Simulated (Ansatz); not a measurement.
**BeNi: phonons and Grüneisen parameters**

How does the lattice vibrate, and how do the modes shift with volume? Displacements sample a 2×2×2 mesh. Runs: cell and atoms relaxed (PAW); reference run (PAW); volume scaled by 0.980 (PAW); volume scaled by 1.020 (PAW); mode Grüneisen parameters (PAW).

Computed with Ansatz 0.2.0 (DFT PBEsol, frozen-core PAW, scalar-relativistic unless said, unless a step's input says otherwise).

## Step 1: The starting structure

It takes space group Pm-3m (No. 221, cubic). Conventional cell: a = 2.587 Å, b = 2.587 Å, c = 2.587 Å, α = 90.00°, β = 90.00°, γ = 90.00°. Around Be (site symmetry m-3m) lie 8 Ni at 2.24 Å. Around Ni (site symmetry m-3m) lie 8 Be at 2.24 Å.

Coordinates:

```cif
data_structure
_symmetry_space_group_name_H-M 'Pm-3m'
_symmetry_Int_Tables_number 221
_cell_length_a 2.5870
_cell_length_b 2.5870
_cell_length_c 2.5870
_cell_angle_alpha 90.000
_cell_angle_beta 90.000
_cell_angle_gamma 90.000
_cell_volume 17.31
loop_
_atom_site_label
_atom_site_type_symbol
_atom_site_symmetry_multiplicity
_atom_site_Wyckoff_symbol
_atom_site_fract_x
_atom_site_fract_y
_atom_site_fract_z
_atom_site_occupancy
Be1 Be 1 a 0.00000 0.00000 0.00000 1
Ni1 Ni 1 b 0.50000 0.50000 0.50000 1
```

Cartesian axes are those of the input's lattice vectors. The structure goes back to a database entry.

## Step 2: Cell and atoms relaxed, PAW

The input, input.yaml:

```yaml
crystal:
  lattice:
    - [2.58699959, 0.0, 0.0]
    - [0.0, 2.58699959, 0.0]
    - [0.0, 0.0, 2.58699959]
  atoms:
    - { symbol: Be, position: [0.0, 0.0, 0.0] }
    - { symbol: Ni, position: [0.5, 0.5, 0.5] }
kpoints:
  mp_grid: { grid: [16, 16, 16] }
scf:
  occupations: { method: fermi_dirac, width: 0.05 }
hamiltonian:
  xc: pbesol
  pseudopotentials: { kind: paw }
relax:
  f_tol: 0.002
  max_steps: 80
  cell: {}
output:
  forces: true
  stress: true
```

Run with:

```console
> ansatz run input.yaml --threads 1 --pin off --max-ram 3072MiB --backend cpu --events-out ev --progress --plain --runs-dir out
```

## Step 3: Reference run, PAW

The input, input.yaml:

```yaml
crystal:
  lattice:
    - [2.58330285014, 0.0, 0.0]
    - [0.0, 2.58330285014, 0.0]
    - [0.0, 0.0, 2.58330285014]
  atoms:
    - { symbol: Be, position: [0.0, 0.0, 0.0] }
    - { symbol: Ni, position: [0.5, 0.5, 0.5] }
kpoints:
  mp_grid: { grid: [16, 16, 16] }
scf:
  occupations: { method: fermi_dirac, width: 0.05 }
hamiltonian:
  xc: pbesol
  pseudopotentials: { kind: paw }
phonons:
  qmesh: [2, 2, 2]
  qpath:
    path:
      - [0.0, 0.0, 0.0]
      - [0.0, 0.5, 0.0]
      - [0.5, 0.5, 0.0]
      - [0.0, 0.0, 0.0]
      - [0.5, 0.5, 0.5]
      - [0.0, 0.5, 0.0]
      - [0.5, 0.5, 0.5]
      - [0.5, 0.5, 0.0]
    npoints: 6
  temperatures: { t_min: 0, t_max: 1000, t_step: 100 }
```

## Step 4: Volume scaled by 0.980, PAW

input.yaml, as its differences from that of step 3:

```diff
@@ -2,5 +2,5 @@
   lattice:
-    - [2.58330285014, 0.0, 0.0]
-    - [0.0, 2.58330285014, 0.0]
-    - [0.0, 0.0, 2.58330285014]
+    - [2.56596472471, 0.0, 0.0]
+    - [0.0, 2.56596472471, 0.0]
+    - [0.0, 0.0, 2.56596472471]
   atoms:
```

## Step 5: Volume scaled by 1.020, PAW

input.yaml, as its differences from that of step 4:

```diff
@@ -2,5 +2,5 @@
   lattice:
-    - [2.56596472471, 0.0, 0.0]
-    - [0.0, 2.56596472471, 0.0]
-    - [0.0, 0.0, 2.56596472471]
+    - [2.60041131462, 0.0, 0.0]
+    - [0.0, 2.60041131462, 0.0]
+    - [0.0, 0.0, 2.60041131462]
   atoms:
```

(Steps that only read results are left out.)

Q: Predict the outcome of this session. Wanted: highest mode on the mesh, without the LO shift; optical modes at Γ.

As calculated:

| quantity | value |
| --- | --- |
| highest mode on the mesh, without the LO shift (PAW) | 525 cm⁻¹ |
| optical modes at Γ | 499 (T1u) cm⁻¹ |
| mean Grüneisen parameter at 300 K (PAW) | 1.56 |

**Reading.** No mode on the mesh is unstable; the highest lies at 525 cm⁻¹ by PAW. Weighted by heat capacity at 300 K the mean Grüneisen parameter of the sampled modes is 1.56, which points to expansion on heating. Each set of modes is computed in the harmonic approximation. Cautions: frozen-core PAW files fitted under PBE, their cores solved anew for the functional of the run; no spin polarisation, a magnetic state may lie lower; responses of metals move with mesh and smearing.
